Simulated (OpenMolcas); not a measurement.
# Tb²⁺ among point charges: CASSCF levels and susceptibility

Aim: the splitting of the states of Tb²⁺ in the field of 6 point charges, its lowest levels with spin-orbit coupling and its magnetic susceptibility.

Method: state-averaged CASSCF, spin-orbit coupling by RASSI with atomic mean-field integrals. Code: OpenMolcas 26.06.

### 1 The atom as given

| Item | Value |
| --- | --- |
| Species | Tb²⁺ (terbium, Z = 65, 63 electrons) |
| Basis | ANO-RCC-VTZP [8s7p5d3f2g1h], 104 functions |
| Scalar Hamiltonian | DKH2, point nucleus |
| Inactive shells | 1s 2s 2p 3s 3p 3d 4s 4p 4d 5s 5p |
| Active space | 9 electrons in 7 orbitals (4f) |
| Some configurations of this space | 4f9 |
| Orbitals | optimised for the highest spin of each parity, averaged over all roots |

The outer shells:

4f9
```
4f [↑↓][↑↓][↑ ][↑ ][↑ ][↑ ][↑ ]
```

The ion sits among 6 point charges of -1 e arranged as an octahedron (Oh), 2.52 Å from the ion.

The work runs as a chain of OpenMolcas steps in one folder; each step below is one input file. Labels, J, g values, rates, χT and fits are worked out afterwards by a script from the matrices that RASSI stores. The input lists half of the charges; inversion (Group=XYZ) makes the rest.

### 2 One- and two-electron integrals

The input, a.inp:

```
&GATEWAY
Coord
1

Tb 0.0 0.0 0.0
Basis=ANO-RCC-VTZP
Group=XYZ
NoMove
AngMom=0.0 0.0 0.0
AMFI
XField
3 Angstrom 0
2.520000 0.000000 0.000000 -1.000000
0.000000 2.520000 0.000000 -1.000000
0.000000 0.000000 2.520000 -1.000000
&SEWARD
```

Started as:

```console
$ OMP_NUM_THREADS=1 MOLCAS_MEM=2252 MOLCAS_PROJECT=a pymolcas a.inp > a.log
```

### 3 Reference wave functions, sextets of odd parity, 21 roots

The input, a.inp:

```
&RASSCF
FileOrb=start.orb
Symmetry=2
Spin=6
nActEl=9 0 0
Inactive=15 12
Ras2=0 7
CIRoot=21 21 1
SDav=21
CIMx=300
Iter=120 100
PrWF=0.3
OrbListing=Nothing
MaxOrb=0
>>> COPY $Project.JobIph JOB001
```

start.orb holds the contracted functions of the basis, ordered by shell, or the orbitals of the step before.

### 4 CASSCF: quartets of odd parity, 162 roots

The input, a.inp:

```
&RASSCF
FileOrb=start.orb
Symmetry=2
Spin=4
nActEl=9 0 0
Inactive=15 12
Ras2=0 7
CIRoot=162 162 1
SDav=224
CIMx=300
Iter=120 100
PrWF=0.3
OrbListing=Nothing
MaxOrb=0
CIOnly
>>> COPY $Project.JobIph JOB002
```

### 5 CASSCF: doublets of odd parity, 162 roots

The input, a.inp:

```
&RASSCF
FileOrb=start.orb
Symmetry=2
Spin=2
nActEl=9 0 0
Inactive=15 12
Ras2=0 7
CIRoot=162 162 1
SDav=490
CIMx=300
Iter=120 100
PrWF=0.3
OrbListing=Nothing
MaxOrb=0
CIOnly
>>> COPY $Project.JobIph JOB003
```

### 6 State interaction with spin-orbit coupling

The input, a.inp:

```
&RASSI
NrOfJobIphs=3 21 108 41
1 2 3 4 5 6 7 8 9 10 11 12 13 14 15 16 17 18 19 20 21
1 2 3 4 5 6 7 8 9 10 11 12 13 14 15 16 17 18 19 20 21 22 23 24 25 26 27
28 29 30 31 32 33 34 35 36 37 38 39 40 41 42 43 44 45 46 47 48 49 50 51
52 53 54 55 56 57 58 59 60 61 62 63 64 65 66 67 68 69 70 71 72 73 74 75
76 77 78 79 80 81 82 83 84 85 86 87 88 89 90 91 92 93 94 95 96 97 98 99
100 101 102 103 104 105 106 107 108
1 2 3 4 5 6 7 8 9 10 11 12 13 14 15 16 17 18 19 20 21 22 23 24 25 26 27
28 29 30 31 32 33 34 35 36 37 38 39 40 41
IphNames
JOB001
JOB002
JOB003
EJob
SpinOrbit
DIPRint=1.0
SOCoupling=1000.0
Subsets=2
Property=9
'ANGMOM' 1 'ANGMOM' 2 'ANGMOM' 3 'MLTPL  1' 1 'MLTPL  1' 2 'MLTPL  1' 3
'AMFI' 1 'AMFI' 2 'AMFI' 3
SOProperty=3
'ANGMOM' 1 'ANGMOM' 2 'ANGMOM' 3
```

Q: Predict the outcome of this session. Wanted: spin-free ground state; first state of the same spin within the active space; lowest level; next level.

As calculated:

```
                                            quantity                            value
                                              method                           CASSCF
                              spin-free ground state  6T1, 3-fold in its orbital part
first state of the same spin within the active space                  6T2 at 118 cm⁻¹
                                        lowest level  2-fold Γ6, g = 6.64, 6.64, 6.64
                                          next level                        16.4 cm⁻¹
                                         χT at 300 K                  14.02 cm³ K/mol
                           effective moment at 300 K                         10.59 μB
```

What this shows: The spin-free ground state (6T1) comes to 100 % from free-ion H terms and keeps the highest spin of the shell. The quartets, doublets rest on orbitals optimised for another spin in at least one step, which raises them against the optimised states. Not all states of the active space went into the spin-orbit step. High states of lower spin are left out of the spin-orbit mixing, and CASSCF puts spin-flip levels too high. Point charges carry no covalency, so the field is a model and not that of real ligands.
